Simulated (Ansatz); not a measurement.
# InH₂Cl: taking an electron away

How much energy removes an electron from InH₂Cl at fixed geometry? The cation is run at each level and the neutral's energy taken from earlier runs.

Program: Ansatz 0.2.0, Gaussian basis. Level of theory: unrestricted cation, the program's frozen cores in correlated methods. These are calculated values, not measurements.

The runs, in order: UKS PBE-D4/def2-TZVPP; UKS r2SCAN-D4/def2-TZVPP; UKS PBE0-D4/def2-TZVPP; UKS B3LYP-D4/def2-TZVPP; UKS wB97X-V/def2-TZVPP; UKS wB97M-V/def2-TZVPP; UKS B2PLYP/def2-TZVPP; UHF-CCSD(T)/def2-TZVPP; UHF-MP2/def2-QZVPP; extrapolation to the limit; then −ε(HOMO) from the neutral's earlier runs with LDA (SPW92), PBE-D4, revPBE-D4, BLYP-D4, r2SCAN-D4, B97M-V, PBE0-D4, B3LYP-D4, r2SCANh-D4, r2SCAN0-D4, HSE06-D4, BHLYP-D4, CAM-B3LYP-D4, LC-ωPBE, ωB97X-V, ωB97M-V.

**1. Structure used throughout**

An earlier PBE0-D4 in a triple-zeta def2 set relaxation fixed the geometry. In takes the def2 core potential; no spin-orbit term is included.

SMILES `[Cl][InH2]`, 4 atoms, charge 0, spin multiplicity 1.

Atoms are counted from 1 here; the program's logs count them from 0.

Bond lengths: Cl1–In2 2.343 Å, In2–H3 1.705 Å, In2–H4 1.705 Å. Angles: Cl1–In2–H3 112.5°, Cl1–In2–H4 112.5°, H3–In2–H4 135.1°.

Geometry (Å):

```xyz
4
charge 0, multiplicity 1
Cl   -1.72267    0.64764   -0.94570
In    0.23085   -0.09787    0.11244
H     0.45678   -1.78012   -0.04769
H     1.09064    1.17005    0.86065
```

**2. Cation, UKS PBE-D4/def2-TZVPP**

The input, in.yaml:

```yaml
crystal:
  periodic: [false, false, false]
  atoms:
    - {symbol: Cl, position_ang: [-1.722671, 0.647644, -0.945697]}
    - {symbol: In, position_ang: [0.230848, -0.097867, 0.112436]}
    - {symbol: H, position_ang: [0.456784, -1.780125, -0.047692]}
    - {symbol: H, position_ang: [1.090638, 1.170048, 0.860654]}
basis:
  gaussian: {orbitals: def2-TZVPP}
total_charge: 1
magnetization: {spin_polarized: true, initial_magnetization: 1}
hamiltonian: {xc: pbe, dispersion: d4}
```

Launch:

```bash
$ ansatz run in.yaml --threads 4 --pin off --events-out ev --progress --plain --max-ram 10444MiB
```

The runs that follow: Cation, UKS r2SCAN-D4/def2-TZVPP; Cation, UKS PBE0-D4/def2-TZVPP; Cation, UKS B3LYP-D4/def2-TZVPP; Cation, UKS wB97X-V/def2-TZVPP; Cation, UKS wB97M-V/def2-TZVPP; Cation, UKS B2PLYP (frozen core)/def2-TZVPP; Cation, UHF-CCSD(T)/def2-TZVPP; Cation, UHF-MP2/def2-QZVPP.

Before running them: what should the planned runs give, taken together? Wanted: ionisation energy, CCSD(T)/CBS; nearest functional by difference; nearest −ε(HOMO); −ε(HOMO) of PBE; T1 of the cation.

As calculated:

| quantity | value |
| --- | --- |
| ionisation energy, CCSD(T)/CBS | 10.89 eV |
| nearest functional by difference | ωB97X-V (-0.12 eV) |
| nearest −ε(HOMO) | LC-ωPBE (+0.06 eV) |
| −ε(HOMO) of PBE | 6.89 eV |
| T1 of the cation | 0.043 |

**Reading.** By cation minus neutral, the functionals miss by 0.76 eV at most. The PBE orbital energy is 4.0 eV too small: a semilocal HOMO is no ionisation energy. Among orbital estimates LC-ωPBE comes nearest. Hartree-Fock falls 1.06 eV short, as the neutral has more correlation energy than the cation. The cation's T1 (from the report) is 0.043, near the customary mark of 0.045 for open shells, so the coupled-cluster value is less safe. Correlated methods include outer-core shells of In, which these sets cover unevenly. With outer-core shells in play the reference is unsure by up to some tenths of an eV, so close misses can't be ranked.
